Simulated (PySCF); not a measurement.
# C3H9Ti (TiMe3): the cost of one run

Programs: PySCF 2.14.0, with routines of our own; each step states its level. All values are computed. Atoms count from 0.

## (1) The system as given

13 atoms, charge 0, states of the metal's open shell are computed; geometry from: GFN2-xTB, shaken.

## (2) Relaxing the molecule at B3LYP-D3(BJ)/def2-SVP

The job: settings as JSON, then the geometry in Å.

```
{"job": {"xc": "B3LYP", "basis": "def2-SVP", "d3": "d3bj", "grid": 1, "maxiter": 40, "kind": "geom"}, "charge": 0, "metal": "Ti", "open_shell": "d1"}
Ti    -0.002350    -0.002910    -0.744110
C      1.945100    -0.023880    -0.082700
H      2.475580    -0.952190    -0.254950
H      1.895450     0.141550     1.035570
H      2.582710     0.775030    -0.485700
C     -0.953950     1.685140    -0.085210
H     -1.150380     1.546650     0.984050
H     -1.953010     1.860580    -0.534550
H     -0.357740     2.613050    -0.252110
C     -1.002520    -1.690730    -0.043750
H     -2.105050    -1.657700    -0.227410
H     -0.835690    -1.698760     1.038960
H     -0.621230    -2.624710    -0.471550
```

On the command line:

```console
$ OMP_NUM_THREADS=1 python lf_run.py task.json out
```

This one command runs all jobs of the session in turn.

Q: Estimate the wall time and peak memory of this first job on 1 thread of Arm Neoverse V2, shared host.

About 3 min, with a peak of 0.48 GiB.
